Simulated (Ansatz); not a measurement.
# GdB (rocksalt): equation of state

The task here is to estimate one member of a computed series from the others.

Program: Ansatz 0.2.0. Level of theory: DFT PBE+U (U_eff = 6 eV on Gd 4f), scalar-relativistic, plane waves, PAW. These are calculated values, not measurements.

2 further runs of the same task are left out: 1 that didn't finish, 1 set aside as unsound or not needed. Runs told in other sessions of the task aren't counted.

## The structure to begin with

Symmetry: Fm-3m, No. 225, cubic system. The conventional cell has a = 5.420 Å, b = 5.420 Å, c = 5.420 Å, α = 90.00°, β = 90.00°, γ = 90.00°. Gd (site symmetry m-3m) is surrounded by 6 B at 2.71 Å. B (site symmetry m-3m) has 6 Gd at 2.71 Å in its first shell of neighbours.

Coordinates:

```cif
data_structure
_symmetry_space_group_name_H-M 'Fm-3m'
_symmetry_Int_Tables_number 225
_cell_length_a 5.4201
_cell_length_b 5.4201
_cell_length_c 5.4201
_cell_angle_alpha 90.000
_cell_angle_beta 90.000
_cell_angle_gamma 90.000
_cell_volume 159.23
loop_
_atom_site_label
_atom_site_type_symbol
_atom_site_symmetry_multiplicity
_atom_site_Wyckoff_symbol
_atom_site_fract_x
_atom_site_fract_y
_atom_site_fract_z
_atom_site_occupancy
Gd1 Gd 4 b 0.50000 0.00000 0.00000 1
B1 B 4 a 0.00000 0.00000 0.00000 1
```

This cell comes from an earlier session at PBE+U (U_eff = 6 eV on Gd 4f): 19.903 Å³/atom at 0.02 GPa, on a 10×10×10 mesh.

Volume factors to run: 0.980, 1.020, 0.960, 1.040, 1.070, 1.100, 0.945.

The first run:

The input, input.yaml:

```yaml
crystal:
  lattice:
    - [0.0, 2.6918508031, 2.6918508031]
    - [2.6918508031, 0.0, 2.6918508031]
    - [2.6918508031, 2.6918508031, 0.0]
  atoms:
    - { symbol: Gd, position: [0.5, 0.5, 0.5], spin: 7.86 }
    - { symbol: B, position: [0.0, 0.0, 0.0] }
basis:
  ecutwfc: 420
  ecutrho_ratio: 4
kpoints:
  mp_grid: { grid: [10, 10, 10] }
hamiltonian:
  xc: pbe
  hubbard:
    sites:
      - { species: Gd, l: f, u_eff: 6.0, starting_ns: start.occupation_matrices }
    ns_hold: { iters: 6 }
scf:
  occupations: { method: gaussian, width: 0.05 }
  lower_state_search: "off"
output:
  forces: true
  stress: true
  eigenvalues: true
  populations: true
  hubbard: { sites: [{ species: Gd, l: f }] }
magnetization:
  spin_polarized: true
```

The open shells start from the occupation matrices of the run at the neighbouring geometry (file start.occupation_matrices).

Launch:

```sh
ansatz run input.yaml --threads 2 --pin off --max-ram 2662MiB --backend cpu --events-out ev --progress --plain --runs-dir out
```

Among the steps run: Scaling the volume by 0.980; Volume × 1.020; Scaling the volume by 0.960; Volume × 1.040; Volume × 1.070; At 1.100 of the relaxed volume; Scaling the volume by 0.945.

One of the session's tables, all rows but one given; the rest of the session is left out.

It belongs to the step «The fit». 

| volume (Å³/atom) | energy (meV/atom) | pressure (GPa) | moment of atom 1 (μB) |
| --- | --- | --- | --- |
| 18.809 | 13.96 | 4.06 | 7.16 |
| 19.107 | 7.69 | 2.92 | 7.16 |
| 19.505 | 1.95 | 1.48 | 7.14 |
| 19.903 | 0.00 | 0.02 | 7.14 |
| 20.301 | 1.56 | -1.38 | 7.15 |
| 20.700 | ? | ? | ? |
| 21.297 | 20.22 | -4.59 | 7.16 |
| 21.894 | 40.51 | -6.22 | 7.17 |

**Question.** Estimate the row for volume (Å³/atom) = 20.700.

Worked estimate for «energy (meV/atom)». A straight line through the neighbours (20.301, 1.56) and (21.297, 20.22) gives 1.56 + (20.22 − 1.56) × (20.700 − 20.301) / (21.297 − 20.301) = 9.04; a parabola fitted to 4 rows on both sides gives 6.71.

The run gave: energy (meV/atom): 6.57; pressure (GPa): -2.73; moment of atom 1 (μB): 7.15. In «energy (meV/atom)» the line misses by +2.47 and the parabola by +0.14.

Caveats from the session: Warnings in the runs' records: filled band counts differ across k points, stability check not made.
